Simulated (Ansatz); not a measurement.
Write a Python script for Ansatz 0.2.0 through its Python package that makes an active-space calculation of BrClH₂Si, SMILES Cl[SiH2]Br. Use: Hartree-Fock, def2-SVP basis, multiplicity 1.

```xyz
5

Cl   -0.9032   -0.5398    1.6708
Si    0.1274   -0.0744   -0.0260
Br   -1.0281    1.3486   -1.3039
H     0.4311   -1.3325   -0.7617
H     1.4227    0.5244    0.3795
```

Script `cas_brclh2si.py`:
```python
"""Active-space calculation on BrClH2Si."""

import ansatz as az
from ase import Atoms

BASIS_SET = "def2-SVP"

atoms = Atoms(["Cl", "Si", "Br", "H", "H"], positions=[
    (-0.9032, -0.5398, 1.6708),
    (0.1274, -0.0744, -0.026),
    (-1.0281, 1.3486, -1.3039),
    (0.4311, -1.3325, -0.7617),
    (1.4227, 0.5244, 0.3795),
])
geometry = az.Crystal.molecule_from_ase(atoms)

job = (
    geometry.calculation()
    .basis(gaussian=BASIS_SET)
    .correlation(active_electrons=2, active_orbitals=2)
)
for method in [None]:
    r = (job if method is None else job.correlation(method)).run().report
    space = r["configurations"]
    state = space["states"][0]
    print(method or "casscf", f"total {r['free_energy_ev'] / 27.211386246:.6f} Ha, active-space state {state['energy']['hartree']:.6f} Ha, mean field {r['reference_energy_ev'] / 27.211386246:.6f} Ha")
    print("  determinants", state["n_determinants"], " natural occupations", [round(n, 3) for n in space["natural_occupations"]])
print("effectively unpaired electrons, sum of min(n, 2 - n):", round(sum(min(n, 2 - n) for n in space["natural_occupations"]), 3))
```

```console
$ python cas_brclh2si.py
casscf total -3321.568925 Ha, active-space state -3321.568925 Ha, mean field -3321.555168 Ha
  determinants 4  natural occupations [1.981, 0.019]
effectively unpaired electrons, sum of min(n, 2 - n): 0.039
```

What to keep in mind:
- Total energies depend on the basis set; only differences at equal settings carry meaning.
- The geometry is a force-field or estimated start, not a minimum of this method, and the basis set is short of its limit. The active space starts as a window about the frontier orbitals and is then optimised, not chosen by chemistry.
- Finished in 11 s on 1 thread of Arm Neoverse V2, with other jobs on the host, peak memory 0.25 GiB.
